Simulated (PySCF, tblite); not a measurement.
# C₅H₆Cl₂O: a rotation path, then NMR shifts on frames

Aim: move C₅H₆Cl₂O (`O=C1CC[C@@H]1C(Cl)Cl`) away from its starting geometry and see how NMR shifts follow the geometry.

Programs: tblite 0.8.0 and PySCF 2.14.0, with density-fitted response routines of our own. Each step states its level of theory. These are calculated values for one molecule in the gas phase, unless marked as measured. Atoms are numbered from 0 throughout.

## Step 1: The starting structure

14 atoms, charge 0, multiplicity 1; geometry from: GFN2-xTB.

Bonds of the start (Å): O0–C1 1.19, C1–C2 1.51, C2–C3 1.54, C3–C4 1.54, C4–C5 1.51, C5–Cl6 1.78, C5–Cl7 1.78, C4–C1 1.53, C2–H8 1.09, C2–H9 1.09, C3–H10 1.09, C3–H11 1.09, C4–H12 1.09, C5–H13 1.09.

## Step 2: The rotation path with GFN2-xTB

What the job is given:

```
{"job": {"kind": "neb", "xc": "GFN2-xTB", "basis": "xTB", "atoms": [1, 4, 5, 6], "turn": 120}, "charge": 0, "multiplicity": 1}
O     -1.138804     0.127455     2.135096
C     -0.892560     0.074317     0.969910
C     -1.534639    -0.569360    -0.232252
C     -0.392027    -0.026281    -1.109957
C      0.245111     0.654561     0.120068
C      1.626388     0.199164     0.532913
Cl     2.841164     0.724729    -0.663877
Cl     1.686598    -1.574044     0.681457
H     -1.594972    -1.653438    -0.156378
H     -2.528734    -0.186107    -0.454262
H      0.235601    -0.796711    -1.549505
H     -0.704898     0.667098    -1.885614
H      0.233233     1.746433     0.089071
H      1.917859     0.611711     1.501163
```

Method: GFN2-xTB climbing-image nudged elastic band, gas phase.

Started as:

```bash
OMP_NUM_THREADS=1 python probes_run.py task.json out
```

The driver reads the jobs from task.json and runs them one after another.

The log of the run:

```text
image   E - E0 / eV
  0      -0.0000
  1       0.0212
  2       0.0721
  3       0.1271
  4       0.1583
  5       0.1506
  6       0.1115
  7       0.0685
  8       0.0474
```

It took 3.6 s on 1 thread of Arm Neoverse V1, shared host; peak memory 0.18 GiB.

The final band, with the dihedral C1–C4–C5–Cl6:

| image | dihedral (°) | energy (eV) | energy (kcal/mol) |
| --- | --- | --- | --- |
| 0 | 171 | 0.000 | 0.0 |
| 1 | 186 | 0.021 | 0.5 |
| 2 | 202 | 0.072 | 1.7 |
| 3 | 217 | 0.127 | 2.9 |
| 4 | 232 | 0.158 | 3.7 |
| 5 | 246 | 0.151 | 3.5 |
| 6 | 259 | 0.111 | 2.6 |
| 7 | 273 | 0.069 | 1.6 |
| 8 | 286 | 0.047 | 1.1 |

## Step 3: Nuclear shieldings: image 0, PBE0/pcSseg-1

What the job is given:

```
{"job": {"kind": "nmr", "xc": "PBE0", "basis": "pcSseg-1", "pop": false}, "charge": 0, "multiplicity": 1}
O     -1.138800     0.127500     2.135100
C     -0.892600     0.074300     0.969900
C     -1.534600    -0.569400    -0.232300
C     -0.392000    -0.026300    -1.110000
C      0.245100     0.654600     0.120100
C      1.626400     0.199200     0.532900
Cl     2.841200     0.724700    -0.663900
Cl     1.686600    -1.574000     0.681500
H     -1.595000    -1.653400    -0.156400
H     -2.528700    -0.186100    -0.454300
H      0.235600    -0.796700    -1.549500
H     -0.704900     0.667100    -1.885600
H      0.233200     1.746400     0.089100
H      1.917900     0.611700     1.501200
```

Method: GIAO PBE0/pcSseg-1 NMR shielding, non-relativistic, gas phase.

The log of the run:

```text
coarse grid: 13488 points
cycle   1  E = -1188.8567825741  dE =  1.277e+00  |g| = 8.184e-01  |ddm| = 3.584e+00
cycle   2  E = -1188.4292077631  dE =  4.276e-01  |g| = 1.695e+00  |ddm| = 2.396e+00
cycle   3  E = -1188.9919867749  dE = -5.628e-01  |g| = 1.733e-01  |ddm| = 1.782e+00
cycle   4  E = -1188.9978502691  dE = -5.863e-03  |g| = 7.721e-02  |ddm| = 1.963e-01
cycle   5  E = -1188.9990219783  dE = -1.172e-03  |g| = 2.202e-02  |ddm| = 7.183e-02
cycle   6  E = -1188.9991355818  dE = -1.136e-04  |g| = 6.082e-03  |ddm| = 2.513e-02
cycle   7  E = -1188.9991430856  dE = -7.504e-06  |g| = 1.469e-03  |ddm| = 6.285e-03
final grid: 122976 points
cycle   8  E = -1189.0570084503  dE = -2.047e-05  |g| = 1.417e-02  |ddm| = 2.976e-02
cycle   9  E = -1189.0568917140  dE =  1.167e-04  |g| = 2.833e-02  |ddm| = 3.161e-02
cycle  10  E = -1189.0570472551  dE = -1.555e-04  |g| = 2.142e-03  |ddm| = 2.237e-02
cycle  11  E = -1189.0570480901  dE = -8.350e-07  |g| = 5.005e-04  |ddm| = 1.850e-03
cycle  12  E = -1189.0570481426  dE = -5.250e-08  |g| = 1.179e-04  |ddm| = 5.658e-04
cycle  13  E = -1189.0570481454  dE = -2.760e-09  |g| = 4.623e-05  |ddm| = 1.493e-04
cycle  14  E = -1189.0570481459  dE = -5.136e-10  |g| = 6.398e-06  |ddm| = 4.573e-05
converged SCF energy = -1189.0570481459

GIAO shielding tensors (ppm)
atom      isotropic    diamagn.    paramagn.     s11        s22        s33       span
  0 O     -339.494     397.912    -737.406   -894.296   -431.968    307.783   1202.079
  1 C      -22.723     248.433    -271.156   -113.727    -49.215     94.773    208.500
  2 C      140.547     254.234    -113.687    110.884    144.054    166.703     55.820
  3 C      173.244     247.877     -74.632    156.839    177.382    185.512     28.673
  4 C      115.310     254.189    -138.879     87.970    110.248    147.714     59.744
  5 C      101.969     242.607    -140.638     68.948    112.930    124.030     55.083
  6 Cl     677.376    1145.246    -467.869    360.071    638.033   1034.025    673.954
  7 Cl     710.933    1146.257    -435.324    427.434    682.239   1023.126    595.692
  8 H       28.589      28.718      -0.129     25.221     26.642     33.903      8.682
  9 H       28.688      28.593       0.095     24.427     26.985     34.652     10.225
 10 H       29.180      28.936       0.244     25.862     29.397     32.282      6.420
 11 H       29.541      29.257       0.284     25.337     27.290     35.996     10.660
 12 H       28.010      30.785      -2.776     24.974     28.083     30.972      5.998
 13 H       25.503      27.984      -2.481     21.396     24.595     30.518      9.122
```

Run time: 31 s. Hardware: 1 thread of Arm Neoverse V1, shared host; peak memory 0.82 GiB.

Shifts follow as δ = σ(reference) − σ, with reference shieldings (ppm) from runs at the same level and on the same kind of geometry: 1H TMS 31.72, 13C TMS 186.9, 17O H2O 336.1, 35Cl HCl 950. The references are single molecules in the gas phase, so shifts against H2O, NH3, PH3, H3PO4 or CFCl3 are not on the usual liquid scales and can be off by tens of ppm. Each atom is listed at this fixed geometry, with no averaging over motion; a spectrum would average atoms that exchange fast.

| atoms | environment | σ (ppm) | δ (ppm) |
| --- | --- | --- | --- |
| C1 | ketone carbonyl carbon | -22.7 | 209.6 |
| C5 | sp3 CH bonded to 2 Cl | 102.0 | 85.0 |
| C4 | sp3 CH α to a carbonyl | 115.3 | 71.6 |
| C2 | sp3 CH2 α to a carbonyl | 140.5 | 46.4 |
| C3 | sp3 CH2 in a ring | 173.2 | 13.7 |
| H13 | hydrogen on an sp3 CH bonded to 2 Cl | 25.50 | 6.21 |
| H12 | hydrogen on an sp3 CH α to a carbonyl | 28.01 | 3.71 |
| H8 | hydrogen on an sp3 CH2 α to a carbonyl | 28.59 | 3.13 |
| H9 | hydrogen on an sp3 CH2 α to a carbonyl | 28.69 | 3.03 |
| H10 | hydrogen on an sp3 CH2 in a ring | 29.18 | 2.54 |
| H11 | hydrogen on an sp3 CH2 in a ring | 29.54 | 2.18 |
| O0 | ketone oxygen | -339.5 | 675.6 |
| Cl6 | chlorine bonded to C | 677 | 272 |
| Cl7 | chlorine bonded to C | 711 | 239 |

Ring of atoms C1, C2, C3, C4: NICS(0) 7.2, NICS(1) -1.2, NICS(1)zz -1.7 ppm (means of both faces).

The fields below are evaluated on a grid from the run's orbitals.

Frontier orbitals at PBE0/pcSseg-1, with the share of their density that lies nearest to each atom:

| orbital | energy (eV) | lies on |
| --- | --- | --- |
| HOMO | -7.57 | O0 51 %; C2, C4 about 13 % each; C1 9 % |
| LUMO | -1.25 | C1 37 %; O0 25 % |

ELF in a plane through or near 6 of the atoms.

Ten even steps from ' ' (0.00) to '@' (1.00):
```
                                                        
                                                        
                              ....                      
                        ::==++****++==..                
                        ==##%%%%@@%%##--                
              ==++..    --##%%::**%%**::                
          ::##@@@@%%::    ==##%%##++::                  
          --@@@@@@@@**....++==++::++--  ....            
            ==@@@@@@**++++%%%%..++%%**++##%%**..        
      ..::....--++::**@@::--**::++++++@@@@@@@@==        
    ..++######**##++##%%--++##==++****@@@@@@@@++        
    --**%%%%::::**==..::++%%##..****==++%%%%**..        
    ::**%%++==******::  ::++==::**++::    ..            
      ::++####%%@@%%==    --++%%@@%%==                  
        ::==**%%%%**--    ..--##@@##==                  
          ....----::          ::==::                    
                                                        
                                                        
                                                        
                                                        
```
The map spans 10.7 Å across and 9.8 Å up, centred on the molecule. Atoms in the plane (x, y in Å): O0 (0.7, 2.3), C1 (0.7, 1.1), C3 (0.6, -1.0), Cl6 (-2.8, -1.2), H9 (2.6, 0.0), H13 (-2.2, 1.1).

On the surface of density 0.002 e/bohr³ the electrostatic potential runs, from the 1st to the 99th percentile, from -1.40 V near O0 to 1.30 V near H13.

## Step 4: NMR shieldings: image 2, PBE0/pcSseg-1

What the job is given:

```
{"job": {"kind": "nmr", "xc": "PBE0", "basis": "pcSseg-1", "pop": false}, "charge": 0, "multiplicity": 1}
O     -1.089200     0.368100     2.112000
C     -0.879500     0.192200     0.950900
C     -1.585600    -0.526500    -0.168700
C     -0.435300    -0.136900    -1.116100
C      0.273200     0.610800     0.035200
C      1.639400     0.154300     0.520200
Cl     2.950200     1.150600    -0.176300
Cl     1.963600    -1.550800     0.142300
H     -1.683800    -1.593100     0.028100
H     -2.569200    -0.132100    -0.414400
H      0.127200    -0.984200    -1.495500
H     -0.724800     0.501000    -1.946600
H      0.305100     1.694300    -0.100100
H      1.708100     0.252000     1.606900
```

With the program's defaults for keys left out, this is: GIAO PBE0/pcSseg-1 NMR shielding, non-relativistic, gas phase.

The log of the run:

```text
coarse grid: 13488 points
cycle   1  E = -1188.8540923750  dE =  1.273e+00  |g| = 8.179e-01  |ddm| = 3.588e+00
cycle   2  E = -1188.4239082821  dE =  4.302e-01  |g| = 1.697e+00  |ddm| = 2.355e+00
cycle   3  E = -1188.9892180341  dE = -5.653e-01  |g| = 1.710e-01  |ddm| = 1.753e+00
cycle   4  E = -1188.9948657343  dE = -5.648e-03  |g| = 7.779e-02  |ddm| = 1.945e-01
cycle   5  E = -1188.9960553811  dE = -1.190e-03  |g| = 2.215e-02  |ddm| = 7.321e-02
cycle   6  E = -1188.9961708642  dE = -1.155e-04  |g| = 6.003e-03  |ddm| = 2.571e-02
cycle   7  E = -1188.9961781562  dE = -7.292e-06  |g| = 1.497e-03  |ddm| = 6.193e-03
final grid: 122976 points
cycle   8  E = -1189.0531852366  dE = -2.242e-05  |g| = 1.383e-02  |ddm| = 2.963e-02
cycle   9  E = -1189.0530744910  dE =  1.107e-04  |g| = 2.753e-02  |ddm| = 3.085e-02
cycle  10  E = -1189.0532225808  dE = -1.481e-04  |g| = 2.163e-03  |ddm| = 2.169e-02
cycle  11  E = -1189.0532234417  dE = -8.609e-07  |g| = 4.991e-04  |ddm| = 1.879e-03
cycle  12  E = -1189.0532234925  dE = -5.074e-08  |g| = 1.293e-04  |ddm| = 5.787e-04
cycle  13  E = -1189.0532234959  dE = -3.488e-09  |g| = 4.413e-05  |ddm| = 1.588e-04
cycle  14  E = -1189.0532234964  dE = -4.638e-10  |g| = 6.515e-06  |ddm| = 4.308e-05
converged SCF energy = -1189.0532234964

GIAO shielding tensors (ppm)
atom      isotropic    diamagn.    paramagn.     s11        s22        s33       span
  0 O     -337.888     398.305    -736.192   -889.140   -432.630    308.107   1197.247
  1 C      -25.027     249.174    -274.201   -113.613    -56.205     94.736    208.349
  2 C      140.155     254.511    -114.356    106.834    145.217    168.416     61.582
  3 C      172.953     247.832     -74.879    155.332    176.076    187.453     32.121
  4 C      114.305     253.633    -139.328     88.399    106.753    147.764     59.366
  5 C      101.455     241.136    -139.681     66.169    113.248    124.947     58.778
  6 Cl     639.724    1145.020    -505.296    273.856    623.552   1021.765    747.910
  7 Cl     706.599    1145.958    -439.358    449.514    685.645    984.639    535.126
  8 H       28.647      28.849      -0.203     24.937     26.899     34.103      9.166
  9 H       28.645      28.594       0.051     24.303     26.888     34.744     10.441
 10 H       28.754      29.105      -0.351     24.474     28.747     33.042      8.569
 11 H       29.443      29.240       0.203     25.401     27.123     35.805     10.405
 12 H       28.003      30.587      -2.584     24.255     29.445     30.310      6.055
 13 H       25.471      27.684      -2.213     21.569     24.716     30.128      8.558
```

Run time: 22 s. Hardware: 1 thread of Arm Neoverse V1, shared host; peak memory 0.88 GiB.

In short: δ C1 212.0, C5 85.5, C4 72.6, C2 46.8, H13 6.25, H12 3.71 ppm.

(Part 1 of 2 ends here.)
